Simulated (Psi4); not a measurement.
# r2SCAN/def2-SVPD (core potential, sweep point 2) run of CH3InO (In(CO)H3)

Aim: the vertical ionisation energy of CH3InO (In(CO)H3) at r2SCAN/def2-SVPD (core potential, sweep point 2), from 2 runs. 

The calculation is run with Psi4 1.11.

**1. Starting point**

The species is CH3InO (6 atoms), meant as a singlet with charge 0. SMILES: `[H][In]([H])([H])<-[C-]#[O+]`. Geometry: a GFN1-xTB relaxation, a rough one for these elements and not checked as a minimum.

Bond lengths: In1–C2 2.441 Å, C2–O3 1.120 Å, In1–H4 1.701 Å, In1–H5 1.700 Å, In1–H6 1.701 Å. Angles: In1–C2–O3 178.1°, C2–In1–H4 93.1°, C2–In1–H5 94.1°, C2–In1–H6 93.2°, H4–In1–H5 119.8°, H4–In1–H6 119.5°, H5–In1–H6 119.7°.

**2. A single-point energy at r2SCAN/def2-SVPD (core potential, sweep point 2)**

Input file calc.in:

```
memory 1600 MB

molecule molecule1 {
  0 1
  In    -0.014220    -0.000860    -0.949190
  C      0.011440     0.017450     1.491920
  O      0.045080    -0.004700     2.611200
  H      1.683720     0.000680    -1.058710
  H     -0.869060     1.463800    -1.072380
  H     -0.856960    -1.476380    -1.022840
  units angstrom
  symmetry c1
}

set basis def2-SVPD
set puream true
set scf_type pk
set dft_radial_points 99
set dft_spherical_points 590

energy_value, wavefunction = energy("r2scan", return_wfn=True)
```

Launch:

```console
$ psi4 -n 1 calc.in calc.out
```

calc.out:

```text
[...]
    !!!  WARNING: ECP capability is in beta. Please check occupations closely.  !!!
[...]
  Running in c1 symmetry.
[...]
  Nuclear repulsion =  101.357920285658309
[...]
  Multiplicity = 1
[...]
  Nalpha       = 19
  Nbeta        = 19
[...]
    Number of basis functions: 99
[...]
   @RKS iter   1:  -304.95685391053678   -9.37536e-01   5.17848e-03 ADIIS/DIIS
[...]
   @RKS iter   8:  -305.12564652288160   -2.39314e-07   9.27698e-07 DIIS
[...]
    Orbital Energies [Eh]
    ---------------------
    Doubly Occupied:
       1A    -19.120991     2A    -10.216542     3A     -4.602031
       4A     -3.010437     5A     -3.000269     6A     -3.000244
       7A     -1.166199     8A     -0.708433     9A     -0.698702
      10A     -0.698685    11A     -0.696765    12A     -0.696713
      13A     -0.577687    14A     -0.493884    15A     -0.493855
      16A     -0.458465    17A     -0.351037    18A     -0.261331
      19A     -0.261244
[...]
  @RKS Final Energy:  -305.12564652288160
   => Energetics <=
    Nuclear Repulsion Energy =            101.3579202856583095
    One-Electron Energy =                -691.6999804204665452
    Two-Electron Energy =                 316.8938276439865263
    DFT Exchange-Correlation Energy =     -31.6774140320599393
    Empirical Dispersion Energy =           0.0000000000000000
    VV10 Nonlocal Energy =                  0.0000000000000000
    Total Energy =                       -305.1256465228815955
[...]
 Multipole Moments:
 ------------------------------------------------------------------------------------
     Multipole            Electronic (a.u.)      Nuclear  (a.u.)        Total (a.u.)
 ------------------------------------------------------------------------------------
 L = 1.  Multiply by 2.5417464519 to convert [e a0] to [Debye]
 Dipole X            :         -0.5639236            0.5696358            0.0057123
 Dipole Y            :         -0.0511435            0.0586625            0.0075190
 Dipole Z            :        -37.9745904           38.6363226            0.6617322
 Magnitude           :                                                    0.6617996
[...]
```

It took 29 s on 1 thread of Intel Xeon Platinum 8488C (Sapphire Rapids), shared host; peak memory 0.78 GiB.

**3. The doublet cation, same level**

Edit calc.in of step 2 so:

```diff
@@ -1,5 +1,5 @@
-memory 1600 MB
+memory 1.6 GB
 
-molecule molecule1 {
-  0 1
+molecule mol {
+  1 2
   In    -0.014220    -0.000860    -0.949190
@@ -15,2 +15,3 @@
 set basis def2-SVPD
+set reference uks
 set puream true
@@ -19,3 +20,4 @@
 set dft_spherical_points 590
+set maxiter 150
 
-energy_value, wavefunction = energy("r2scan", return_wfn=True)
+result = energy("r2scan")
```

Launch:

```console
$ psi4 -n 1 calc.in calc.out
```

calc.out:

```text
[...]
    !!!  WARNING: ECP capability is in beta. Please check occupations closely.  !!!
[...]
  Running in c1 symmetry.
[...]
  Nuclear repulsion =  101.357920285658309
[...]
  Multiplicity = 2
[...]
  Nalpha       = 19
  Nbeta        = 18
[...]
    Number of basis functions: 99
[...]
   @UKS iter   1:  -304.65408049226670   -6.34763e-01   4.35287e-03 DIIS/ADIIS
[...]
   @UKS iter  19:  -304.75459928565044   -8.82176e-08   6.40066e-07 DIIS
[...]
   @S^2 Observed:                7.644666987E-01
[...]
    Orbital Energies [Eh]
    ---------------------
    Alpha Occupied:
       1A    -19.297784     2A    -10.395674     3A     -4.867048
       4A     -3.272870     5A     -3.270320     6A     -3.262768
       7A     -1.337067     8A     -0.976963     9A     -0.966436
      10A     -0.964574    11A     -0.961839    12A     -0.954962
      13A     -0.748301    14A     -0.689793    15A     -0.663320
      16A     -0.662350    17A     -0.595479    18A     -0.549534
      19A     -0.503523
    Alpha Virtual:
      20A     -0.291461    21A     -0.287318    22A     -0.238859
      23A     -0.204258    24A     -0.146508    25A     -0.144697
[...]
  @UKS Final Energy:  -304.75459928565044
   => Energetics <=
    Nuclear Repulsion Energy =            101.3579202856583095
    One-Electron Energy =                -682.9334950376027109
    Two-Electron Energy =                 308.2184097537141270
    DFT Exchange-Correlation Energy =     -31.3974342874202215
    Empirical Dispersion Energy =           0.0000000000000000
    VV10 Nonlocal Energy =                  0.0000000000000000
    Total Energy =                       -304.7545992856504427
[...]
 Multipole Moments:
 ------------------------------------------------------------------------------------
     Multipole            Electronic (a.u.)      Nuclear  (a.u.)        Total (a.u.)
 ------------------------------------------------------------------------------------
 L = 1.  Multiply by 2.5417464519 to convert [e a0] to [Debye]
 Dipole X            :         -0.8058274            0.5696358           -0.2361916
 Dipole Y            :         -0.4735645            0.0586625           -0.4149020
 Dipole Z            :        -38.5704926           38.6363226            0.0658301
 Magnitude           :                                                    0.4819375
[...]
```

Wall time 83 s (1 thread of Intel Xeon Platinum 8488C (Sapphire Rapids), shared host); peak memory 0.78 GiB.

**4. Outcome**

At r2SCAN/def2-SVPD (core potential, sweep point 2):

```
                                          quantity          value
                      singlet CH3InO: total energy  -305.12565 Eh
                     singlet CH3InO: dipole moment         1.68 D
                       singlet CH3InO: HOMO energy       -7.11 eV
                       singlet CH3InO: LUMO energy       -2.92 eV
                     singlet CH3InO: HOMO–LUMO gap        4.18 eV
                      doublet cation: total energy  -304.75460 Eh
doublet cation: HOMO energy (highest over α and β)      -13.12 eV
 doublet cation: LUMO energy (lowest over α and β)      -12.96 eV
                              doublet cation: ⟨S²⟩          0.764
vertical ionisation energy (to the doublet cation)      10.097 eV
```

In words: The vertical ionisation energy comes to 10.10 eV (233 kcal/mol). The negative HOMO energy of the first species, 7.11 eV, lies 2.99 eV below that difference.
